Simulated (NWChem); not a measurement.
# GeCl2 (SMILES Cl[Ge]Cl): B3LYP/6-31G(d) (Cartesian functions)

What is the energy change on altering one bond length of GeCl2 at B3LYP/6-31G* (Cartesian functions)? 

The calculation is run with NWChem 7.3.0.

4 further runs of the same task are left out: 4 that didn't finish.

## Step 1: The structure to begin with

GeCl2: 3 atoms, total charge 0, spin state singlet. As SMILES, `Cl[Ge]Cl`. Geometry: relaxed at PBE0-D4/def2-TZVP.

Bond lengths: Cl1–Ge2 2.182 Å, Ge2–Cl3 2.182 Å. Angles: Cl1–Ge2–Cl3 100.0°.

## Step 2: Energy and forces at B3LYP/6-31G(d) (Cartesian functions)

Input file geom.nw:

```
start geom
memory stack 880 mb heap 220 mb global 1100 mb

geometry noautosym nocenter noautoz
  Cl   -0.065420   -1.681680    0.422740
  Ge   -0.421210    0.067170   -0.832020
  Cl    0.486630    1.614500    0.409270
end

basis
  * library 6-31G*
end

dft
  xc b3lyp
  mult 1
  grid xfine
  convergence energy 1e-08
  iterations 100
  mulliken
  noprint "final vectors analysis"
end

task dft gradient
```

The run is started by

```sh
$ nwchem geom.nw > geom.out
```

The log of the run:

```text
[...]
          Wavefunction type:  closed shell.
          No. of atoms     :     3
          No. of electrons :    66
[...]
          Charge           :     0
          Spin multiplicity:     1
[...]
          AO basis - number of functions:    73
[...]
              XC Information
              --------------
                         B3LYP Method XC Potential
                     Hartree-Fock (Exact) Exchange  0.200
                        Slater Exchange Functional  0.800 local
                    Becke 1988 Exchange Functional  0.720 non-local
              Lee-Yang-Parr Correlation Functional  0.810
                  VWN I RPA Correlation Functional  0.190 local
[...]
 d= 0,ls=0.0,diis     1  -2997.1805918481 -3.31D+03  2.39D-02  1.37D+00     1.7
[...]
 d= 0,ls=0.0,diis    10  -2997.2526123963 -6.89D-09  5.60D-07  2.01D-09    11.6
         Total DFT energy =    -2997.252612396301
      One electron energy =    -4781.758861345525
           Coulomb energy =     1610.411534823035
    Exchange-Corr. energy =     -135.574756181186
 Nuclear repulsion energy =      309.669470307375
[...]
      Total Density - Mulliken Population Analysis
     ---------------------------------------------
    Atom       Charge   Shell Charges
 -----------   ------   -------------------------------------------------------
    1 Cl  17    17.19   2.00  1.99  5.97  1.47  3.60  0.54  1.65 -0.03
    2 Ge  32    31.62   2.00  1.99  6.00  1.93  5.99  1.66  1.36  0.29  0.15  6.92  2.98  0.35
    3 Cl  17    17.19   2.00  1.99  5.97  1.47  3.60  0.54  1.65 -0.03
[...]
  wavefunction    = closed shell
                         DFT ENERGY GRADIENTS
    atom               coordinates                        gradient
                 x          y          z           x          y          z
   1 Cl     -0.123626  -3.177914   0.798863   -0.001478   0.010072  -0.006129
   2 Ge     -0.795971   0.126933  -1.572290    0.006173  -0.000971   0.012189
   3 Cl      0.919597   3.050963   0.773408   -0.004695  -0.009101  -0.006060
[...]
```

It took 16 s on 1 thread of Intel Xeon 6975P-C (Granite Rapids), shared host; peak memory 0.12 GiB.

## Step 3: The distorted shape: the energy at B3LYP/6-31G(d) (Cartesian functions)

Input file cl2ge.nw:

```
start cl2ge
title "Cl2Ge"
memory stack 880 mb heap 220 mb global 1100 mb
geometry units angstroms noautosym nocenter noautoz
  Cl     0.219208    -3.080741     1.426534
  Ge    -0.421210     0.067170    -0.832020
  Cl     0.486630     1.614500     0.409270
end
basis cartesian
  * library 6-31G*
end
dft
  xc b3lyp
  grid xfine
  convergence energy 1e-08
  maxiter 100
  mulliken
  print low
end
task dft energy
```

The run is started by

```sh
$ nwchem cl2ge.nw > cl2ge.out
```

The log of the run:

```text
[...]
 d= 0,ls=0.0,diis     1  -2996.9809527672 -3.23D+03  7.74D-02  1.54D+00     1.3
[...]
 d= 0,ls=0.5,diis    94  -2997.1417964532 -9.02D-09  1.60D-06  1.04D-07    84.7
         Total DFT energy =    -2997.141796460661
      One electron energy =    -4635.036372858864
           Coulomb energy =     1536.280622994508
    Exchange-Corr. energy =     -135.434962324960
 Nuclear repulsion energy =      237.048915728655
[...]
      Total Density - Mulliken Population Analysis
     ---------------------------------------------
    Atom       Charge   Shell Charges
 -----------   ------   -------------------------------------------------------
    1 Cl  17    17.49   2.00  1.99  5.97  1.47  3.48  0.60  2.04 -0.06
    2 Ge  32    31.42   2.00  1.99  6.00  1.93  5.99  1.78  1.12  0.25  0.25  6.93  2.99  0.22
    3 Cl  17    17.08   2.00  1.99  5.97  1.48  3.58  0.53  1.56 -0.03
[...]
```

It took 86 s on 1 thread of Intel Xeon 6975P-C (Granite Rapids), shared host; peak memory 0.12 GiB.

## Step 4: Outcome

At B3LYP/6-31G* (Cartesian functions):

| quantity | value |
| --- | --- |
| first shape: total energy | -2997.25261 Eh |
| first shape: dipole moment | 2.11 D |
| first shape: largest force on an atom | 0.704 eV/Å |
| distorted shape: total energy | -2997.14180 Eh |
| energy change with the Cl1–Ge2 bond stretched from 2.182 to 3.927 Å | 3.015 eV |

What this shows: One bond (distorted shape) is far stretched, which a spin-restricted single reference describes badly; a broken-symmetry solution may lie lower. With the Cl1–Ge2 bond stretched from 2.182 to 3.927 Å the energy rises by 3.02 eV (70 kcal/mol). The first shape isn't relaxed at this level, so the change isn't measured from a minimum. A restricted reference can't describe the breaking bond well at this length. The largest force (first shape) is 0.70 eV/Å: the shape isn't a stationary point for this species at this level.
